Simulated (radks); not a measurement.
# As³⁺ in [Ar] 3d10 4f2: an all-electron calculation

The task here is to estimate one member of a computed series from the others.

Method: scalar-relativistic Kohn-Sham, SCAN, spin-polarised, spherical densities, finite nucleus; open shells are filled with parallel spins first. Code: radks (a radial shooting solver on a logarithmic mesh, Libxc functionals) version 1.

### The system

* element: arsenic (Z = 33)
* charge: +3
* electrons: 30
* configuration: [Ar] 3d10 4f2
* nuclear rms radius: 4.0968 fm

Outer shells as boxes (Hund's rule):

As³⁺
```
[Ar] core
3d [↑↓][↑↓][↑↓][↑↓][↑↓]
4f [↑ ][↑ ][  ][  ][  ][  ][  ]
```

Set-up of the first run:

Input:

```text
Z 33
configuration [Ar] 3d10 4f2 4s0 4p0
relativity scalar-relativistic
functional scan,scan
spin polarised
nucleus finite rms 4.0968 fm
c 137.035999084
```

The run is started by

```sh
$ python run_ks.py task.json out
```

All runs below come from this command, one after another.

Among the steps run: Self-consistent calculation.

One of the session's tables, all rows but one given; the rest of the session is left out.

It belongs to the step «Shells». From the orbitals of this run (lengths in bohr):

```
  level      <r>  outermost maximum (interpolated)  90 % within  nodes
1s down  0.04550                            0.0297       0.0813      0
  1s up  0.04550                            0.0297       0.0813      0
2s down   0.2025                             0.170        0.313      1
  2s up   0.2025                             0.170        0.313      1
2p down   0.1772                             0.136        0.289      0
  2p up   0.1772                             0.136        0.289      0
3s down   0.5962                             0.521        0.888      2
  3s up   0.5962                             0.521        0.888      2
3p down        ?                                 ?            ?      ?
  3p up   0.6142                             0.521        0.939      1
  3d up   0.6603                             0.478         1.09      0
3d down   0.6589                             0.477         1.09      0
  4s up    1.666                              1.48         2.43      3
4s down    1.639                              1.47         2.38      3
  4p up    1.900                              1.67         2.79      2
4p down    1.857                              1.64         2.72      2
  4f up    3.804                              3.34         5.58      0
```

**Question.** Estimate the row for 3p down.

The run gave: <r>: 0.6141; outermost maximum (interpolated): 0.521; 90 % within: 0.939; nodes: 1. In the column «<r>» it lies between 3s up (0.5962) and 3p up (0.6142).
